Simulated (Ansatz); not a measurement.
# TaBrF4: the cost of one run

Program: Ansatz 0.2.0. Level of theory: DFT PBE, scalar-relativistic, plane waves, PAW. These are calculated values, not measurements.

### 1 The system as given

Symmetry: F-43m, No. 216, cubic system. The conventional cell has a = 7.067 Å, b = 7.067 Å, c = 7.067 Å, α = 90.00°, β = 90.00°, γ = 90.00°. Around Ta (site symmetry -43m) lie 12 F at 2.93 Å and 4 Br at 3.06 Å. Br (site symmetry -43m) has 12 F at 2.93 Å and 4 Ta at 3.06 Å as nearest neighbours. F (site symmetry 3m) has 6 F at 2.48 to 2.51 Å and 3 Br at 2.93 Å and 3 Ta at 2.93 Å as nearest neighbours.

Structure file:

```xyz
6
Lattice="0.0000 3.5337 3.5337 3.5337 0.0000 3.5337 3.5337 3.5337 0.0000" Properties=species:S:1:pos:R:3 pbc="T T T"
Ta    1.7668    1.7668    1.7668
Br    0.0000    0.0000    0.0000
F     4.4227    2.6447    2.6447
F     2.6447    4.4227    2.6447
F     2.6447    2.6447    4.4227
F     4.4227    4.4227    4.4227
```

Recipe of the guess: species swapped into a database cell of HoCu4Au (F-43m, No. 216), with Ta on the Ho sites, F on the Cu sites and Br on the Au sites. Its size is a rough estimate.

### 2 Probe: one point on a coarse mesh

The input, input.yaml:

```yaml
crystal:
  lattice:
    - [0.0, 3.53369977, 3.53369977]
    - [3.53369977, 0.0, 3.53369977]
    - [3.53369977, 3.53369977, 0.0]
  atoms:
    - { symbol: Ta, position: [0.25, 0.25, 0.25] }
    - { symbol: Br, position: [0.0, 0.0, 0.0] }
    - { symbol: F, position: [0.12264591, 0.6257847, 0.6257847] }
    - { symbol: F, position: [0.6257847, 0.12264591, 0.6257847] }
    - { symbol: F, position: [0.6257847, 0.6257847, 0.12264591] }
    - { symbol: F, position: [0.6257847, 0.6257847, 0.6257847] }
basis:
  ecutwfc: 420
kpoints:
  mp_grid: { grid: [4, 4, 4] }
hamiltonian:
  xc: pbe
scf:
  occupations: { method: gaussian, width: 0.1 }
  lower_state_search: "off"
output:
  forces: true
  stress: true
  eigenvalues: true
```

Run with:

```sh
$ ansatz run input.yaml --threads 1 --pin off --max-ram 2560MiB --backend cpu --events-out ev --progress --plain --runs-dir out
```

**Question.** How long does this run take on 1 thread of Intel Xeon Platinum 8488C (Sapphire Rapids), shared host, and how much memory does it need?

About 2.2 s, with a peak of 0.38 GiB.
